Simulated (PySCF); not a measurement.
# ZrNH: a search over shapes

Aim: find the stationary points of ZrNH from linear and bent starts in the singlet state, tell minima from saddle points, and describe the lowest.

Program: PySCF 2.14.0. Level of theory: PBE0, basis Zr def2-TZVP with ECP28, N def2-TZVP, H def2-TZVP, scalar-relativistic core potentials, no spin–orbit coupling, density fitting. These are calculated values, not measurements.

## Step 1: Where the work starts

3 atoms, charge 0, spin multiplicity 1.

Bond lengths: Zr1–N2 1.870 Å, Zr1–H3 1.860 Å. Angles: N2–Zr1–H3 180.0°.

```xyz
3
charge 0 multiplicity 1
Zr    0.0000    0.0000    0.2317
N     0.0000    0.0000   -1.6383
H     0.0000    0.0000    2.0917
```

## Step 2: Linear start, singlet: relaxation

The steps below are one call of a driver around PySCF. For each, scf.py gives the equivalent set-up of the SCF; relaxations use the driver's own optimiser. Before each start the driver seeks the lowest SCF state from one or more starting densities and follows internal instabilities, so scf.py alone need not reach the same state.

The program finds C∞v symmetry in the start, which this walk keeps.

Input file scf.py:

```python
from pyscf import gto, scf, dft
mol = gto.M(atom='''
Zr     0.000000     0.000000     0.231721
N      0.000000     0.000000    -1.638279
H      0.000000     0.000000     2.091721''',
    basis={'Zr': 'def2-TZVP', 'N': 'def2-TZVP', 'H': 'def2-TZVP'},
    ecp={'Zr': 'def2-TZVP'},
    charge=0, spin=0)
mf = dft.RKS(mol, xc='PBE0')
mf.grids.atom_grid = (50, 194)
aux = {'Zr': 'def2-universal-JKFIT', 'N': 'def2-universal-JKFIT', 'H': 'def2-universal-JKFIT'}
mf = mf.density_fit(auxbasis=aux)
mf.kernel()
```

Steps of the walk:

| step | energy (Eh) | change (kJ/mol) | largest symmetric gradient (Eh/bohr) |
| --- | --- | --- | --- |
| 0 | -102.182401 | 0.00 | 0.15414 |
| 1 | -102.210085 | -72.68 | 0.03981 |
| 2 | -102.212006 | -77.73 | 0.01836 |
| 3 | -102.213009 | -80.36 | 0.00702 |
| 4 | -102.213310 | -81.15 | 0.00074 |
| 5 | -102.213314 | -81.16 | 0.00011 |
| 6 | -102.213314 | -81.16 | 0.00000 |

The walk took 7 s on 4 threads, shared host.

Geometry (Å) and forces (eV/Å) at some steps:

```
step 0
Zr   0.000   0.000   0.232   0.000   0.000  -7.926
N    0.000   0.000  -1.638   0.000   0.000   6.203
H    0.000   0.000   2.092   0.000   0.000   1.724
step 1
Zr   0.000   0.000   0.153   0.000   0.000  -2.047
N    0.000   0.000  -1.551   0.000   0.000   0.927
H    0.000   0.000   2.084   0.000   0.000   1.120
step 3
Zr   0.000   0.000   0.109   0.000   0.000   0.054
N    0.000   0.000  -1.568   0.000   0.000  -0.361
H    0.000   0.000   2.144   0.000   0.000   0.307
step 6
Zr   0.000   0.000   0.095   0.000   0.000   0.000
N    0.000   0.000  -1.588   0.000   0.000   0.000
H    0.000   0.000   2.178   0.000   0.000   0.000
```

End point (C∞v, 6 steps, 81.2 kJ/mol gained): Zr–H 2.083 Å, Zr–N 1.683 Å; H–Zr–N 180.0°.

## Step 3: Frequencies

On the finer grid the gradient is checked again; gradients at displacements of ±0.01 bohr then give force constants and infrared intensities.

Edit scf.py of step 2 so:

```diff
@@ -3,3 +3,3 @@
-Zr     0.000000     0.000000     0.231721
-N      0.000000     0.000000    -1.638279
-H      0.000000     0.000000     2.091721''',
+Zr     0.000000    -0.000000     0.204658
+N     -0.000000     0.000000    -1.478602
+H      0.000000    -0.000000     2.287383''',
@@ -10 +10 @@
-mf.grids.atom_grid = (50, 194)
+mf.grids.atom_grid = (75, 302)
```

The driver hands on the density of the step before, so the log starts near convergence.

SCF at the final geometry:

```text
init E= -102.213333177567
  HOMO = -0.223939683069075  LUMO = -0.0905781709643473  gap/eV = 3.62895
cycle= 1 E= -102.213333177484  delta_E= 8.28e-11  |g|= 1.99e-05  |ddm|= 1.33e-05
  HOMO = -0.22394009897388  LUMO = -0.090575874511412  gap/eV = 3.62903
cycle= 2 E= -102.213333176275  delta_E= 1.21e-09  |g|= 7.62e-05  |ddm|= 5.04e-05
  HOMO = -0.223939643235918  LUMO = -0.0905777163099  gap/eV = 3.62896
cycle= 3 E= -102.213333177574  delta_E= -1.3e-09  |g|= 3.72e-07  |ddm|= 4.03e-05
  HOMO = -0.22393969464841  LUMO = -0.0905777018666372  gap/eV = 3.62896
cycle= 4 E= -102.213333177574  delta_E= -2.84e-13  |g|= 3.46e-08  |ddm|= 6.15e-07
  HOMO = -0.223939703952505  LUMO = -0.0905777070960708  gap/eV = 3.62896
Extra cycle  E= -102.213333177574  delta_E= 2.56e-13  |g|= 4.16e-08  |ddm|= 7.15e-08
converged SCF energy = -102.213333177574
```

The whole step took 14 s.

Geometry: C∞v; Zr–H 2.083 Å, Zr–N 1.683 Å; H–Zr–N 180.0°.

Modes, for the most abundant isotopes:

| symmetry | ω (cm⁻¹) | IR (km/mol) | type |
| --- | --- | --- | --- |
| π | 406i | 1146 | bend |
| σ+ | 1078 | 145 | stretch |
| σ+ | 1264 | 93.5 | stretch |

2 modes are imaginary, the largest at 406i cm⁻¹: a saddle point, not a minimum.

Constants and moments:

```yaml
Dipole_moment: 0.92 D
Highest_occupied_level: -6.09 eV
Lowest_empty_level: -2.46 eV
Rotational_constants: 0.4251 cm⁻¹
Zero-point_energy_real_modes: 14.0 kJ/mol
Principal_polarisabilities: 58.4, 58.4, 73.6 bohr³
Atomisation_energy_without_zero-point_energy: 752 kJ/mol
Principal_traceless_quadrupole_moments_about_the_centre_of_mass: -19.47, 9.73, 9.73 D Å
```

Populations by atom (charges in e):

| atom | Mulliken | Löwdin | polar tensor | Mayer order to Zr1 |
| --- | --- | --- | --- | --- |
| Zr1 | 0.67 | 0.53 | 1.66 | – |
| N2 | -0.48 | -0.33 | -1.09 | 2.95 |
| H3 | -0.18 | -0.20 | -0.57 | 0.98 |

Outer orbital energies (eV). occupied: -35.35, -35.17, -35.17, -18.02, -8.19, -7.94, -7.94, -6.09; empty: -2.46, -2.46, -2.35, -1.20.

Mulliken populations on Zr1 (outside its core potential): s 2.76, p 6.22, d 2.29, f 0.06.

## Step 4: Downhill along the imaginary mode

The start is the last point, displaced along its most imaginary mode.

The program finds Cs symmetry in the start, which this walk keeps.

Edit scf.py of step 3 so:

```diff
@@ -3,3 +3,3 @@
-Zr     0.000000    -0.000000     0.204658
-N     -0.000000     0.000000    -1.478602
-H      0.000000    -0.000000     2.287383''',
+Zr     0.000078     0.003009     0.204658
+N     -0.000276    -0.010683    -1.478602
+H     -0.003102    -0.119960     2.287383''',
@@ -10 +10 @@
-mf.grids.atom_grid = (75, 302)
+mf.grids.atom_grid = (50, 194)
```

Steps of the walk:

| step | energy (Eh) | change (kJ/mol) | largest symmetric gradient (Eh/bohr) |
| --- | --- | --- | --- |
| 0 | -102.213502 | 0.00 | 0.00314 |
| 1 | -102.213714 | -0.56 | 0.00458 |
| 2 | -102.214156 | -1.72 | 0.00651 |
| 3 | -102.215037 | -4.03 | 0.00883 |
| 4 | -102.216640 | -8.24 | 0.01097 |
| 5 | -102.219149 | -14.83 | 0.01484 |
| 6 | -102.222398 | -23.36 | 0.02186 |
| 7 | -102.225863 | -32.45 | 0.02491 |
| 8 | -102.235034 | -56.53 | 0.04946 |
| 9 | -102.240400 | -70.62 | 0.02050 |
| 10 | -102.242650 | -76.53 | 0.00944 |
| 11 | -102.243288 | -78.20 | 0.00521 |
| 12 | -102.243388 | -78.47 | 0.00168 |
| 13 | -102.243394 | -78.48 | 0.00042 |
| 14 | -102.243394 | -78.48 | 0.00000 |

The walk took 19 s.

After 14 steps and 78.5 kJ/mol it ends at Cs: Zr–H 1.897 Å, Zr–N 1.691 Å; H–Zr–N 106.0°.

## Step 5: Hessian and properties

The same treatment as at the point before.

Edit scf.py of step 4 so:

```diff
@@ -3,3 +3,3 @@
-Zr     0.000078     0.003009     0.204658
-N     -0.000276    -0.010683    -1.478602
-H     -0.003102    -0.119960     2.287383''',
+Zr     0.003954     0.152934     0.159336
+N     -0.023792    -0.920135    -1.147201
+H     -0.023805    -0.920639     1.723353''',
@@ -10 +10 @@
-mf.grids.atom_grid = (50, 194)
+mf.grids.atom_grid = (75, 302)
```

SCF at the final geometry:

```text
init E= -102.243411818652
  HOMO = -0.229434044247323  LUMO = -0.0931425098343084  gap/eV = 3.70868
cycle= 1 E= -102.243411818651  delta_E= 1.02e-12  |g|= 3.13e-06  |ddm|= 3.41e-06
  HOMO = -0.229434951611857  LUMO = -0.0931424524703228  gap/eV = 3.70871
Extra cycle  E= -102.243411818628  delta_E= 2.28e-11  |g|= 1.06e-05  |ddm|= 6.8e-06
converged SCF energy = -102.243411818628
```

The whole step took 27 s.

Geometry: Cs; Zr–H 1.897 Å, Zr–N 1.691 Å; H–Zr–N 106.1°.

Harmonic modes (main isotopes):

| symmetry | ω (cm⁻¹) | IR (km/mol) | type |
| --- | --- | --- | --- |
| a' | 480 | 77.8 | bend |
| a' | 1058 | 151 | stretch |
| a' | 1556 | 283 | stretch |

All wavenumbers are real: a minimum.

Constants and moments:

```
Dipole moment                                                   : 6.83 D
Highest occupied level                                          : -6.24 eV
Lowest empty level                                              : -2.53 eV
Rotational constants                                            : 5.176, 0.478, 0.4376 cm⁻¹
Zero-point energy                                               : 18.5 kJ/mol
Principal polarisabilities                                      : 30.7, 46.8, 68.6 bohr³
Atomisation energy without zero-point energy                    : 831 kJ/mol
Principal traceless quadrupole moments about the centre of mass : -11.66, 1.16, 10.50 D Å
Entropy at 298.15 K and 1 bar                                   : 253.6 J/(mol K)
Heat capacity Cp at 298.15 K                                    : 40.3 J/(mol K)
Enthalpy at 298.15 K above 0 K                                  : 10.63 kJ/mol
Rotational symmetry number                                      : 1
```

Charges (e) and bond orders:

```csv
atom,Mulliken,Löwdin,polar tensor,Mayer order to Zr1
Zr1,0.77,0.51,1.30,–
N2,-0.57,-0.37,-0.87,2.98
H3,-0.19,-0.14,-0.43,0.93
```

Outer orbital energies (eV). occupied: -34.39, -34.10, -33.83, -16.99, -7.53, -6.98, -6.68, -6.24; empty: -2.53, -1.63, -1.52, -0.84.

Mulliken populations on Zr1 (outside its core potential): s 2.32, p 6.24, d 2.62, f 0.05.

## Step 6: Relaxation: bent start, singlet

The program finds Cs symmetry in the start, which this walk keeps. The walk stops when the largest gradient is under 0.0003 Eh/bohr and the energy has settled too.

Edit scf.py of step 5 so:

```diff
@@ -3,3 +3,3 @@
-Zr     0.003954     0.152934     0.159336
-N     -0.023792    -0.920135    -1.147201
-H     -0.023805    -0.920639     1.723353''',
+Zr     0.189813     0.000000    -0.153409
+N     -1.341987     0.000000     0.919191
+H      1.713413     0.000000     0.913491''',
@@ -10 +10 @@
-mf.grids.atom_grid = (75, 302)
+mf.grids.atom_grid = (50, 194)
```

The optimiser's trace:

| step | energy (Eh) | change (kJ/mol) | largest symmetric gradient (Eh/bohr) |
| --- | --- | --- | --- |
| 0 | -102.220260 | 0.00 | 0.09913 |
| 1 | -102.242756 | -59.06 | 0.01853 |
| 2 | -102.243233 | -60.32 | 0.00865 |
| 3 | -102.243374 | -60.69 | 0.00190 |
| 4 | -102.243391 | -60.73 | 0.00046 |
| 5 | -102.243391 | -60.73 | 0.00009 |

The walk took 6.2 s on 4 threads, shared host.

It settles in Cs symmetry, 60.7 kJ/mol below the start, after 5 steps: Zr–H 1.897 Å, Zr–N 1.691 Å; H–Zr–N 106.0°.

## Step 7: Stability of the closed shell

At the lowest minimum the closed shell is tested against spin polarisation, on the (50, 194) grid. It is stable.

## Step 8: The points found, side by side

| spin | group | bonds | imaginary modes (cm⁻¹) | ΔE (kJ/mol) | with zero-point energy |
| --- | --- | --- | --- | --- | --- |
| singlet | Cs | Zr–H 1.897 Å, Zr–N 1.691 Å | none | 0.0 | 0.0 |
| singlet | C∞v | Zr–H 2.083 Å, Zr–N 1.683 Å | 406i, 406i | 79.0 | – |

## Step 9: What came out

```
                                 quantity                                      value
                           lowest minimum                                singlet, Cs
                                 geometry  Zr–H 1.897 Å, Zr–N 1.691 Å; H–Zr–N 106.1°
                       wavenumbers (cm⁻¹)             480 (a'), 1058 (a'), 1556 (a')
                            dipole moment                                     6.83 D
     highest occupied, lowest empty level                            -6.24, -2.53 eV
               polar-tensor charge of Zr1                                    +1.30 e
                        zero-point energy                                18.5 kJ/mol
                      entropy at 298.15 K                            253.6 J/(mol K)
atomisation energy (no zero-point energy)                                 831 kJ/mol
```

The lowest minimum found is the singlet of Cs symmetry. The strongest infrared band lies at 1556 cm⁻¹ (a', stretch). With 6.8 D the molecule is strongly polar. A search over typed starts can miss a lower isomer.

The search up to here took 82 s.
